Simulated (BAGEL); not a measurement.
**BH3Se (SMILES B[SeH]): RI-MP2/def2-TZVP (density fitting with qzvpp-jkfit)**

What is the energy change on altering one bond length of BH3Se at RI-MP2/def2-TZVP (density fitting with qzvpp-jkfit)? 

The calculation is run with BAGEL 1.2.2.

3 further runs of the same task are left out: 1 that didn't finish, 2 set aside as unsound or not needed.

## (1) The system as given

BH3Se has 5 atoms, charge 0, and is taken as a singlet. SMILES: `B[SeH]`. The coordinates come from a PBE0-D4/def2-TZVP relaxation.

Bond lengths: B1–Se2 1.899 Å, B1–H3 1.189 Å, B1–H4 1.191 Å, Se2–H5 1.470 Å. Angles: B1–Se2–H5 97.7°, Se2–B1–H3 121.0°, Se2–B1–H4 115.7°, H3–B1–H4 123.2°.

## (2) The energy at RI-MP2/def2-TZVP (density fitting with qzvpp-jkfit)

Input file job.json:

```json
{ "bagel": [

{
  "title": "molecule",
  "basis": "def2-tzvp.json",
  "df_basis": "qzvpp-jkfit",
  "angstrom": true,
  "geometry": [
    { "atom": "B", "xyz": [   -0.114800,   -0.638000,    0.043400 ] },
    { "atom": "Se", "xyz": [    1.035300,    0.860500,   -0.146800 ] },
    { "atom": "H", "xyz": [   -1.293000,   -0.499900,    0.125400 ] },
    { "atom": "H", "xyz": [    0.421600,   -1.700900,    0.073400 ] },
    { "atom": "H", "xyz": [    0.000800,    1.904800,   -0.136900 ] }
  ]
},
{ "title": "hf" },
{ "title": "mp2", "ncore": 10 }

]}
```

The basis set def2-TZVP is read from a file made from the Basis Set Exchange's data (not shown).

Run with:

```
$ BAGEL_NUM_THREADS=1 BAGEL job.json > job.out
```

The log of the run:

```text
* using 1 threads per process

  ===============================================================
  ===============================================================

  *** Geometry ***

  { "atom" : "B", "xyz" : [     -0.216941,     -1.205645,      0.082014 ] },
  { "atom" : "Se", "xyz" : [      1.956433,      1.626109,     -0.277412 ] },
  { "atom" : "H", "xyz" : [     -2.443416,     -0.944674,      0.236972 ] },
  { "atom" : "H", "xyz" : [      0.796709,     -3.214235,      0.138706 ] },
  { "atom" : "H", "xyz" : [      0.001512,      3.599550,     -0.258704 ] },

  Number of auxiliary basis functions:      395

  Since a DF basis is specified, we compute 2- and 3-index integrals:
    o Being stored without compression. Storage requirement is 0.030 GB

  Number of basis functions:       97
  Number of electrons      :       42

    * METHOD: MOLECULE                             0.29

  *** RHF ***

  === Nuclear Repulsion ===
    79.1441193830

      * DIIS with orbital gradients will be used.

  === RHF iteration (def2-tzvp.json) ===
      0      -2426.23704816          0.01072729           0.08
      1      -2426.28074506          0.00423319           0.07
      2      -2426.28738480          0.00158603           0.07
      3      -2426.28854838          0.00022177           0.08
      4      -2426.28858311          0.00007435           0.08
      5      -2426.28858912          0.00002111           0.08
      6      -2426.28858966          0.00000764           0.08
      7      -2426.28858972          0.00000258           0.07
      8      -2426.28858973          0.00000054           0.08
      9      -2426.28858973          0.00000017           0.07
     10      -2426.28858973          0.00000006           0.08
     11      -2426.28858973          0.00000002           0.07
     12      -2426.28858973          0.00000001           0.07
    * SCF iteration converged.

    * Permanent dipole moment:
           (    0.258707,    -0.096906,    -0.013559) a.u.

    * METHOD: HF                                   1.30

  *** RHF ***

  === Nuclear Repulsion ===
    79.1441193830

      * DIIS with orbital gradients will be used.

  === RHF iteration (def2-tzvp.json) ===
      0      -2426.28858973          0.00000000           0.07
    * SCF iteration converged.

    * Permanent dipole moment:
           (    0.258707,    -0.096906,    -0.013559) a.u.

  === DF-MP2 calculation ===

    * freezing 10 orbitals
    * 3-index integral transformation done
    * assembly done

      MP2 correlation energy:   -0.3741685737      0.04

      MP2 total energy:       -2426.6627583043

    * METHOD: MP2                                  0.21

  ===============================================================
```

Wall time 2 s (1 thread of Intel Xeon Platinum 8375C at 2.90GHz (Ice Lake), shared host); peak memory 0.11 GiB.

## (3) The distorted shape at the same level

Input file mp2.json:

```json
{ "bagel" : [

{
  "title" : "molecule",
  "basis" : "def2-tzvp.json",
  "df_basis" : "qzvpp-jkfit",
  "angstrom" : "true",
  "geometry" : [
    { "atom" : "B", "xyz" : [    0.827786,   -0.748483,   -0.022202 ] },
    { "atom" : "Se", "xyz" : [    1.977886,    0.750017,   -0.212402 ] },
    { "atom" : "H", "xyz" : [   -1.293000,   -0.499900,    0.125400 ] },
    { "atom" : "H", "xyz" : [    1.364186,   -1.811383,    0.007798 ] },
    { "atom" : "H", "xyz" : [    0.943386,    1.794317,   -0.202502 ] }
  ]
},
{
  "title" : "hf"
},
{
  "title" : "mp2",
  "ncore" : 10
}

]}
```

The basis set def2-TZVP is read from a file made from the Basis Set Exchange's data (not shown).

Run with:

```
$ BAGEL_NUM_THREADS=1 BAGEL mp2.json > mp2.out
```

The log of the run:

```text
* using 1 threads per process

  ===============================================================
  ===============================================================

  *** Geometry ***

  { "atom" : "B", "xyz" : [      1.564289,     -1.414428,     -0.041956 ] },
  { "atom" : "Se", "xyz" : [      3.737663,      1.417327,     -0.401382 ] },
  { "atom" : "H", "xyz" : [     -2.443416,     -0.944674,      0.236972 ] },
  { "atom" : "H", "xyz" : [      2.577938,     -3.423018,      0.014736 ] },
  { "atom" : "H", "xyz" : [      1.782741,      3.390768,     -0.382673 ] },

  Number of auxiliary basis functions:      395

  Since a DF basis is specified, we compute 2- and 3-index integrals:
    o Being stored without compression. Storage requirement is 0.030 GB

  Number of basis functions:       97
  Number of electrons      :       42

    * METHOD: MOLECULE                             0.25

  *** RHF ***

  === Nuclear Repulsion ===
    76.5284584585

      * DIIS with orbital gradients will be used.

  === RHF iteration (def2-tzvp.json) ===
      0      -2426.09505064          0.01067310           0.08
      1      -2426.14608222          0.00521645           0.07
      2      -2426.15691045          0.00161928           0.08
      3      -2426.15854002          0.00025575           0.07
      4      -2426.15859226          0.00007309           0.07
      5      -2426.15859762          0.00001860           0.07
      6      -2426.15859797          0.00000733           0.08
      7      -2426.15859803          0.00000318           0.07
      8      -2426.15859804          0.00000097           0.07
      9      -2426.15859804          0.00000028           0.07
     10      -2426.15859804          0.00000010           0.07
     11      -2426.15859804          0.00000003           0.07
     12      -2426.15859804          0.00000001           0.08
     13      -2426.15859804          0.00000000           0.07
    * SCF iteration converged.

    * Permanent dipole moment:
           (   -0.571148,    -0.239468,     0.060385) a.u.

    * METHOD: HF                                   1.36

  *** RHF ***

  === Nuclear Repulsion ===
    76.5284584585

      * DIIS with orbital gradients will be used.

  === RHF iteration (def2-tzvp.json) ===
      0      -2426.15859804          0.00000000           0.07
    * SCF iteration converged.

    * Permanent dipole moment:
           (   -0.571148,    -0.239468,     0.060385) a.u.

  === DF-MP2 calculation ===

    * freezing 10 orbitals
    * 3-index integral transformation done
    * assembly done

      MP2 correlation energy:   -0.3821834261      0.04

      MP2 total energy:       -2426.5407814667

    * METHOD: MP2                                  0.21

  ===============================================================
```

Run time: 2 s. Hardware: 1 thread of Intel Xeon Platinum 8375C at 2.90GHz (Ice Lake), shared host; peak memory 0.11 GiB.

## (4) What came out

At RI-MP2/def2-TZVP (density fitting with qzvpp-jkfit), 10 core orbitals frozen:

```
                                                         quantity           value
                                        first shape: total energy  -2426.66276 Eh
        first shape: correlation energy (10 core orbitals frozen)      -374.2 mEh
                                    distorted shape: total energy  -2426.54078 Eh
    distorted shape: correlation energy (10 core orbitals frozen)      -382.2 mEh
energy change with the B1–H3 bond stretched from 1.189 to 2.140 Å        3.319 eV
```

What this shows: One bond (distorted shape) is far stretched, which a spin-restricted single reference describes badly; perturbation theory on it can break down and give far too much correlation. With the B1–H3 bond stretched from 1.189 to 2.140 Å the energy rises by 3.32 eV (320 kJ/mol). The first shape isn't relaxed at this level, so the change isn't measured from a minimum. A restricted reference can't describe the breaking bond well at this length.
